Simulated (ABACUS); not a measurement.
HPbNO4 in ABACUS: the effect of functional

Crystal: HPbNO4.

```
H Pb N O
1.0
     4.89148    0.00000    0.00000
     0.00000    5.55963    0.00000
     0.00000    0.00000    7.19485
H Pb N O
2 2 2 8
Direct
  0.00000 0.50000 0.19317
  0.50000 0.00000 0.80683
  0.50000 0.50000 0.95257
  0.00000 0.00000 0.04743
  0.00000 0.00000 0.63654
  0.50000 0.50000 0.36346
  0.00000 0.50000 0.05860
  0.50000 0.00000 0.94140
  0.00000 0.19569 0.72995
  0.00000 0.80431 0.72995
  0.00000 0.00000 0.46750
  0.50000 0.69569 0.27005
  0.50000 0.30431 0.27005
  0.50000 0.50000 0.53250
```

The cell was built by a generator and needn't be a form met in nature.

The cell isn't the ideal one: volume scaled by 0.98.

Alike in all runs:

```yaml
Program: ABACUS 3.10.1
Task: equation of state
Potentials_or_basis: SG15 ONCV 1.2 PBE
Cutoff: 1361 eV
Density_cutoff: 5442 eV
Basis: DZP LCAO (the cutoffs set its grid)
k_mesh: 4 × 4 × 3
Occupations: fermi-dirac, width 0.05 eV
Spin: no spin polarisation
```

```tsv
functional	gap on the mesh (eV)	pressure (GPa)	largest force (eV/Å)
LDA	2.54	1.8	2.47
PBE	2.74	5.9	2.49
PBEsol	2.63	3.6	2.34
SOGGA	2.60	3.2	2.22
WC	2.65	3.8	2.32
r2SCAN	?	?	?
```

Q: What does the run with functional r2SCAN give?

A: gap on the mesh 3.10 eV; pressure 2.3 GPa; largest force 2.09 eV/Å.

Caveats: the atomic orbitals were generated for these runs and aren't a published set; spin-orbit coupling is left out, which as a rule narrows the gap of such compounds by several tenths of an eV; an odd mesh through Γ misses points on the zone boundary, where band edges often lie; the basis of atomic orbitals isn't converged, which shifts pressures, moduli and gaps; the potentials were made for another functional, which shifts forces and pressure (some runs); forces of over 1 eV/Å show positions far from the minimum, so gaps and moduli don't describe the material at rest (some runs).
